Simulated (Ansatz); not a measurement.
Crystal: HfB.

```xyz
2
Lattice="0.0000 2.3100 2.3100 2.3100 0.0000 2.3100 2.3100 2.3100 0.0000" Properties=species:S:1:pos:R:3 pbc="T T T"
Hf    2.3100    2.3100    2.3100
B     0.0000    0.0000    0.0000
```

| Property | Result |
| --- | --- |
| Program | Ansatz 0.2.0 |
| Task | relaxation of cell and atoms |
| Functional | HSE06 |
| Potentials or basis | Ansatz PAW |
| Cutoff | 420 eV (not typed: the program's choice for these potentials) |
| k mesh | 5 × 5 × 5 |
| Occupations | fermi-dirac, width 0.05 eV |
| Spin | no spin polarisation |

At the start: volume 12.33 Å³/atom.

Where does the relaxation end?

It ends after 7 steps and the volume is 14.10 Å³/atom (+14.4 %); space group Fm-3m (No. 225, to 0.05 Å).

Step by step:
```csv
step,energy change (eV),largest force (eV/Å),volume (Å³)
1,0.0000,0.0000,24.65
2,-0.2978,0.0000,28.44
3,-0.2994,0.0000,28.21
4,-0.2994,0.0000,28.17
5,-0.3044,0.0000,28.17
6,-0.3044,0.0000,28.19
7,-0.3044,0.0000,28.19
```

Final structure:
```xyz
2
Lattice="0.0000 2.4157 2.4157 2.4157 0.0000 2.4157 2.4157 2.4157 0.0000" Properties=species:S:1:pos:R:3 pbc="T T T"
Hf    2.4157    2.4157    2.4157
B     0.0000    0.0000    0.0000
```

Caveat: the k mesh is coarse (spacing up to 0.47 Å⁻¹), so the values aren't converged, least of all with exact exchange; the plane-wave basis is chosen anew once the cell has moved, so the energies of steps on either side of that aren't comparable; the volume moved by +14 % from the deposited cell, more than functionals usually miss; the PAW data sets come from PBE, with cores solved anew for the run's functional, which leaves a small shift of forces and pressure.
